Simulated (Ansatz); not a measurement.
Run this with Ansatz 0.2.0 through its Python package and show what comes out.

`paw_lapw_csrb.py`
```python
"""Checking the PAW result for CsRb with LAPW."""

import ansatz as az
import numpy as np

params = {
    "tolerance": 1e-10,
    "occupations": "fermi_dirac",
    "sigma": 0.1,
    "kgrid": (7, 7, 4),
}


def count_gap(report):
    # lowest empty less highest filled band, counting bands; zero where they overlap
    return max(report.get("gap_by_band_count_ev") or 0.0, 0.0)

structure = (
    az.Lattice.from_parameters(5.226655, 5.226655, 8.38994, alpha=90.0, beta=90.0, gamma=108.92647)
    .atom("Cs", (0.0, 0.0, 0.0))
    .atom("Rb", (0.5, 0.5, 0.5))
)

calc = (
    structure.calculation()
    .functional(az.Functional.PBESOL)
    .scf(tolerance=params["tolerance"])
    .occupations(params["occupations"], width=params["sigma"])
    .kpoints(*params["kgrid"])
    .stress()
    .forces()
    .band_table()
)
variants = {
    "PAW": calc.pseudopotentials("paw"),
    "LAPW": calc.pseudopotentials("all_electron", lapw=True),
}
# totals differ by the cores that each treatment holds, so compare what does not depend on them
rows = []
for label, variant in variants.items():
    r = variant.run(threads=1).report
    levels = np.array(r["eigenvalues_ev"][0]) - r["fermi_energy_ev"]
    print(label, "levels at the first k-point near E_F:", np.round(levels[np.abs(levels) < 5], 3))
    rows.append((label, r["n_electrons"], np.trace(r["stress_gpa"]) / 3, count_gap(r)))
print("     treatment  electrons in bands           P GPa  gap by band count eV")
for row in rows:
    print(f"{str(row[0]):>14s}  {row[1]:18.1f}  {row[2]:14.3f}  {row[3]:20.3f}")
```

```console
$ python paw_lapw_csrb.py
DeckWarning: basis.ecutwfc = 420 eV, auto-derived from the records' recommended cutoffs: set by Cs (normal level)
PAW levels at the first k-point near E_F: [-1.743  0.176  0.855  1.865  2.896]
LAPW levels at the first k-point near E_F: [-1.743  0.176  0.855  1.865  2.896]
     treatment  electrons in bands           P GPa  gap by band count eV
           PAW                18.0          -0.224                 0.000
          LAPW                28.0          -0.224                 0.000
```
(Warnings from the package without file and line.)

PAW gives -0.224 GPa and LAPW -0.224 GPa, 0.000 GPa apart. They took 6.8 and 8.5 s of processor time.

Reading the output:
- The computed bands are complete only to about 1.4 eV above the Fermi level.
- A gap by band count of zero or less means overlapping bands, a metal.
- This cell is a computed structure, which may not be the phase found in nature.
- Gaps and levels are Kohn-Sham values on a finite set of k-points, without spin-orbit coupling.
- Pressure is positive in compression; the treatments may keep other shells as core, so totals and counts of electrons can differ.
- Hardware and time: 16 s on 1 thread of Arm Neoverse V2, on a shared host, peak memory 0.54 GiB.
